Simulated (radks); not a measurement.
# The series with 57 electrons, La to Tl²⁴⁺

Aim: how levels and radii change as the nucleus grows at a fixed number of electrons, all in [Xe] 5d1 6s2.

The numbers are computed with radks (a radial shooting solver on a logarithmic mesh, Libxc functionals) version 1 (Dirac Kohn-Sham, PBE, spin-unpolarised, spherical densities, finite nucleus; open shells fill j = l - 1/2 first), except any that are marked as measured or tabulated.

## 1. Starting point

```
electrons     : 57
ions          : La, Nd³⁺, Eu⁶⁺, Dy⁹⁺, Tm¹²⁺, Hf¹⁵⁺, Re¹⁸⁺, Pt²¹⁺, Tl²⁴⁺
configuration : [Xe] 5d1 6s2
```

## 2. La

Settings of this run:

```text
Z 57
configuration [Xe] 5d1 6s2
relativity Dirac
functional pbe,pbe
spin unpolarised
j_filling energy
nucleus finite rms 4.855 fm
c 137.035999084
```

## 3. Nd³⁺

Settings of this run:

```text
Z 60
configuration [Xe] 5d1 6s2
relativity Dirac
functional pbe,pbe
spin unpolarised
j_filling energy
nucleus finite rms 4.9123 fm
c 137.035999084
```

## 4. Eu⁶⁺

Settings of this run:

```text
Z 63
configuration [Xe] 5d1 6s2
relativity Dirac
functional pbe,pbe
spin unpolarised
j_filling energy
nucleus finite rms 5.1115 fm
c 137.035999084
```

## 5. Dy⁹⁺

Settings of this run:

```text
Z 66
configuration [Xe] 5d1 6s2
relativity Dirac
functional pbe,pbe
spin unpolarised
j_filling energy
nucleus finite rms 5.2218 fm
c 137.035999084
```

## 6. Tm¹²⁺

Settings of this run:

```text
Z 69
configuration [Xe] 5d1 6s2
relativity Dirac
functional pbe,pbe
spin unpolarised
j_filling energy
nucleus finite rms 5.2256 fm
c 137.035999084
```

## 7. Hf¹⁵⁺

Settings of this run:

```text
Z 72
configuration [Xe] 5d1 6s2
relativity Dirac
functional pbe,pbe
spin unpolarised
j_filling energy
nucleus finite rms 5.347 fm
c 137.035999084
```

## 8. Re¹⁸⁺

Settings of this run:

```text
Z 75
configuration [Xe] 5d1 6s2
relativity Dirac
functional pbe,pbe
spin unpolarised
j_filling energy
nucleus finite rms 5.3698 fm
c 137.035999084
```

## 9. Pt²¹⁺

Settings of this run:

```text
Z 78
configuration [Xe] 5d1 6s2
relativity Dirac
functional pbe,pbe
spin unpolarised
j_filling energy
nucleus finite rms 5.427 fm
c 137.035999084
```

## 10. Tl²⁴⁺

Settings of this run:

```text
Z 81
configuration [Xe] 5d1 6s2
relativity Dirac
functional pbe,pbe
spin unpolarised
j_filling energy
nucleus finite rms 5.4759 fm
c 137.035999084
```

**Question.** What will these runs give? Wanted: for each run, ion; E; ε(5p1/2); ε(5p3/2); ε(6s1/2); ε(5d3/2); ε(5d5/2, empty); <r>(5d3/2).

As calculated:

```csv
ion,E (hartree),ε(5p1/2) (eV),ε(5p3/2) (eV),ε(6s1/2) (eV),ε(5d3/2) (eV),"ε(5d5/2, empty) (eV)",<r>(5d3/2) (bohr)
La,-8497.1360,-24.084,-21.579,-3.664,-3.172,-2.985,2.969
Nd³⁺,-9625.8312,-65.868,-61.545,-26.464,-34.282,-33.714,1.911
Eu⁶⁺,-10836.6745,-122.26,-115.45,-59.734,-79.890,-78.815,1.531
Dy⁹⁺,-12131.3207,-191.27,-181.21,-101.94,-137.61,-135.86,1.302
Tm¹²⁺,-13511.7598,-272.38,-258.16,-152.59,-206.64,-204.04,1.142
Hf¹⁵⁺,-14980.1489,-365.41,-345.98,-211.48,-286.61,-282.92,1.021
Re¹⁸⁺,-16539.1679,-470.38,-444.49,-278.56,-377.31,-372.27,0.9255
Pt²¹⁺,-18191.6248,-587.41,-553.60,-353.83,-478.61,-471.94,0.8475
Tl²⁴⁺,-19940.8148,-716.68,-673.26,-437.37,-590.44,-581.81,0.7825
```

In words: Between La and Tl²⁴⁺, 5d3/2 binds 186 times more strongly and its mean radius falls by a factor 3.79. 5d3/2 drops below 6s1/2 between La and Nd³⁺. 5d5/2 drops below 6s1/2 between La and Nd³⁺. With rising charge the levels order more and more by their principal quantum number, as in hydrogen. The configuration is held, so it need not be the ground state of every ion.
